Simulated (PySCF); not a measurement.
# Ways to converge the SCF of GaC (quartet)

Aim: find out which solver settings change the answer for GaC (quartet).

Method: method and basis as typed in the scripts; program: PySCF 2.14.0.

2 further runs of the same task are left out: 2 that didn't finish.

**1. The system as given**

GaC (quartet): 2 atoms, charge 0, spin multiplicity 4.

Bond lengths: Ga1–C2 1.915 Å.

**2. Base script**

Contents of input.py:

```python
from pyscf import gto, scf

mol = gto.M(
    atom='Ga 0 0 0; C 0 0 1.915',
    basis='sbkjc',
    ecp={'Ga': 'sbkjc', 'C': 'sbkjc'},
    charge=0,
    spin=3,
    verbose=4,
)
mf = scf.UHF(mol)
mf.kernel()
mf.dip_moment()
print('orbital energies (hartree):', [e[max(0, n-3):n+3].round(4) for e, n in zip(mf.mo_energy, mol.nelec)])
```

Launch:

```console
$ OMP_NUM_THREADS=1 python input.py
```

The log of this run is left out.

In short: E(SCF) = -262.515633 Eh, ⟨S²⟩ = 3.757, μ = 1.27 D.

The bond length is a typed value, not an optimised one. The quartet is typed in the script; nothing here shows that it is the ground state.

**3. Smearing width 0.05 hartree**

Edit 1 changes smearing width: none → 0.05 hartree.

Contents of input.py:

```python
from pyscf import gto, scf

mol = gto.M(
    atom='Ga 0 0 0; C 0 0 1.915',
    basis='sbkjc',
    ecp={'Ga': 'sbkjc', 'C': 'sbkjc'},
    charge=0,
    spin=3,
    verbose=4,
)
mf = scf.UHF(mol)
mf = scf.addons.smearing_(mf, sigma=0.05, method='fermi')
mf.kernel()
mf.dip_moment()
print('orbital energies (hartree):', [e[max(0, n-3):n+3].round(4) for e, n in zip(mf.mo_energy, mol.nelec)])
```

Launch:

```console
$ OMP_NUM_THREADS=1 python input.py
```

**4. Second-order solver on**

Edit 2 changes second-order solver: off → on.

Changes to input.py since step 2:

```diff
@@ -11,2 +11,3 @@
 mf = scf.UHF(mol)
+mf = mf.newton()
 mf.kernel()
```

**5. Convergence threshold 1e-05 hartree**

Edit 3 changes convergence threshold: default → 1e-05 hartree.

Changes to input.py since step 2:

```diff
@@ -11,2 +11,3 @@
 mf = scf.UHF(mol)
+mf.conv_tol = 1e-05
 mf.kernel()
```

Q: Predict the outcome of this session. Wanted: for each run, E(SCF); from base; gap, α spin; SCF dipole.

**Answer**, as computed:

```csv
run,E(SCF) (hartree),from base (eV),cycles,"gap, α spin (eV)",SCF dipole (D)
base,-262.515633,0,17,10.41,1.27
smearing width 0.05 hartree,-262.252771,not comparable,21,n/a,0.45
second-order solver on,-260.835684,+45.7137,14 macro,13.64,2.17
convergence threshold 1e-05 hartree,-262.515633,0.0000,13,10.41,1.27
```

Distance from each run's final energy (log10 hartree) by cycle:

| run | cycle 1 | cycle 2 | cycle 3 | cycle 5 | cycle 8 | cycle 12 |
| --- | --- | --- | --- | --- | --- | --- |
| base | 1.6 | 1.5 | 0.0 | -0.7 | -2.2 | -5.7 |
| smearing width 0.05 hartree | 1.6 | 1.5 | 0.2 | -0.2 | -1.4 | -3.1 |
| second-order solver on | 0.7 | 0.2 | -1.1 | -2.4 | -7.0 | -8.2 |
| convergence threshold 1e-05 hartree | 1.6 | 1.5 | 0.0 | -0.7 | -2.2 | -5.7 |

**Reading.** With convergence threshold 1e-05 hartree the SCF ends at the base energy. With second-order solver on the SCF ends in another solution, 45.71 eV higher: the path to self-consistency decides the state here.
